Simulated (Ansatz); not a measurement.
**WClF5: up Jacob's ladder to CCSD(T)**

An exercise on one series of results from a longer session: the logs are not shown, and one member is left open.

Computed with Ansatz 0.2.0, Gaussian basis. Level: functionals in def2-TZVPP, the program's frozen cores in correlated methods.

Levels to be run: LDA (SPW92), PBE-D4, revPBE-D4, BLYP-D4, r2SCAN-D4, B97M-V, PBE0-D4, B3LYP-D4, r2SCANh-D4, r2SCAN0-D4, HSE06-D4, BHLYP-D4, CAM-B3LYP-D4, LC-ωPBE, ωB97X-V, ωB97M-V, B2PLYP, PBE-QIDH; CCSD(T)/def2-SVP; CCSD(T)/def2-TZVPP; MP2/def2-QZVPP; extrapolation to the limit; RPA on PBE.

## The geometry

The geometry comes from an earlier relaxation with PBE0-D4 in a triple-zeta def2 set; it is a stationary point, not always the lowest conformer. W takes the def2 core potential; no spin-orbit term is included.

SMILES `[F][W]([F])([F])([F])([F])[Cl]`, 7 atoms, charge 0, spin multiplicity 1.

Atoms are counted from 1 here; the program's logs count them from 0.

Bond lengths: F1–W2 1.836 Å, W2–F3 1.836 Å, W2–F4 1.843 Å, W2–F5 1.836 Å, W2–F6 1.836 Å, W2–Cl7 2.261 Å. Angles: F1–W2–F3 90.0°, F1–W2–F4 88.6°, F1–W2–F5 90.0°, F1–W2–F6 177.3°, F1–W2–Cl7 91.3°, F3–W2–F4 88.7°, F3–W2–F5 177.3°, F3–W2–F6 90.0°, F3–W2–Cl7 91.3°, F4–W2–F5 88.7°, F4–W2–F6 88.7°, F4–W2–Cl7 180.0°, F5–W2–F6 90.0°, F5–W2–Cl7 91.3°, F6–W2–Cl7 91.4°.

As a file:

```xyz
7
charge 0, multiplicity 1
F    -1.0453    0.7506   -1.3049
W     0.0335    0.0136   -0.0150
F     0.7448   -1.1289   -1.2638
F     1.3329    1.2418   -0.4621
F    -0.6170    1.2134    1.2131
F     1.1730   -0.6657    1.2541
Cl   -1.5607   -1.4928    0.5329
```

Set-up of the first run:

File in.yaml:

```yaml
crystal:
  periodic: [false, false, false]
  atoms:
    - {symbol: F, position_ang: [-1.045332, 0.750620, -1.304944]}
    - {symbol: W, position_ang: [0.033462, 0.013648, -0.015026]}
    - {symbol: F, position_ang: [0.744822, -1.128916, -1.263756]}
    - {symbol: F, position_ang: [1.332933, 1.241752, -0.462071]}
    - {symbol: F, position_ang: [-0.617050, 1.213360, 1.213112]}
    - {symbol: F, position_ang: [1.173020, -0.665673, 1.254118]}
    - {symbol: Cl, position_ang: [-1.560654, -1.492791, 0.532868]}
basis:
  gaussian: {orbitals: def2-TZVPP}
hamiltonian: {xc: lda}
output: {orbitals: {seedname: orbitals}}
```

Started as:

```bash
$ ansatz run in.yaml --threads 4 --pin off --events-out ev --progress --plain --max-ram 11315MiB
```

Among the steps run: LDA; PBE-D4 (GGA); revPBE-D4 (GGA); BLYP-D4 (GGA); r2SCAN-D4 (meta-GGA); B97M-V (meta-GGA); B3LYP-D4 (hybrid); r2SCANh-D4 (hybrid); r2SCAN0-D4 (hybrid); HSE06-D4 (hybrid); BHLYP-D4 (hybrid); CAM-B3LYP-D4 (range-separated); LC-ωPBE (range-separated); ωB97X-V (range-separated); ωB97M-V (range-separated); B2PLYP (double hybrid); PBE-QIDH (double hybrid).

One table of the session follows, with a row left open; its other results are not shown here.

It belongs to the step «Orbital energies across the functionals». 

| functional | HOMO (eV) | LUMO (eV) | gap (eV) |
| --- | --- | --- | --- |
| LDA (SPW92) | -9.25 | -5.46 | 3.79 |
| PBE-D4 | -9.04 | -5.21 | 3.83 |
| revPBE-D4 | -8.95 | -5.11 | 3.84 |
| BLYP-D4 | -8.90 | -5.14 | 3.76 |
| r2SCAN-D4 | -9.47 | -5.31 | 4.16 |
| B97M-V | -9.56 | -5.30 | 4.27 |
| PBE0-D4 | -10.59 | -4.71 | 5.88 |
| B3LYP-D4 | -10.31 | -4.92 | 5.39 |
| r2SCANh-D4 | -10.04 | -5.10 | 4.94 |
| r2SCAN0-D4 | -10.89 | -4.76 | 6.12 |
| HSE06-D4 | -10.19 | -5.09 | 5.10 |
| BHLYP-D4 | -12.00 | -4.04 | 7.96 |
| CAM-B3LYP-D4 | -11.96 | -3.69 | 8.28 |
| LC-ωPBE | -13.31 | -2.48 | 10.83 |
| ωB97X-V | ? | ? | ? |
| ωB97M-V | -12.81 | -2.57 | 10.25 |

Q: Estimate the row for ωB97X-V from the others.

**Answer.** HOMO (eV): -12.95; LUMO (eV): -2.56; gap (eV): 10.39. In the column «HOMO (eV)» it lies between LC-ωPBE (-13.31) and ωB97M-V (-12.81).
